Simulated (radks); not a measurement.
# Taking charge from the 5s level of Hf³⁺ in fractions

An exercise on one series of results from a longer session: the logs are not shown, and one member is left open.

Method: Dirac Kohn-Sham, BLYP, spin-unpolarised, spherical densities, finite nucleus; open shells fill j = l - 1/2 first. Code: radks (a radial shooting solver on a logarithmic mesh, Libxc functionals) version 1.

### What is computed

* element: hafnium (Z = 72)
* charge: +3
* electrons: 69
* configuration: [Xe] 4f14 5d1
* nuclear rms radius: 5.347 fm

The first run:

The run's settings:

```text
Z 72
configuration [Xe] 4f14 5d1
relativity Dirac
functional b88,lyp
spin unpolarised
j_filling energy
nucleus finite rms 5.347 fm
c 137.035999084
```

Steps of the session up to this table: Start: [Xe] 4f14 5d1.

One of the session's tables, all rows but one given; the rest of the session is left out.

From the orbitals of this run (lengths in bohr):

```
level     <r>  outermost maximum (interpolated)  90 % within  nodes
4d5/2       ?                                 ?            ?      ?
5s1/2   1.131                              1.02         1.63      4
5p1/2   1.254                              1.10         1.83      3
5p3/2   1.357                              1.18         1.99      3
4f5/2  0.6676                             0.452         1.13      0
4f7/2  0.6797                             0.457         1.15      0
5d3/2   1.929                              1.56         2.95      2
5d5/2   1.977                              1.60         3.02      2
```

**Question.** Estimate the row for 4d5/2.

**Answer.** <r>: 0.5401; outermost maximum (interpolated): 0.475; 90 % within: 0.812; nodes: 1. In the column «<r>» it is the lowest.
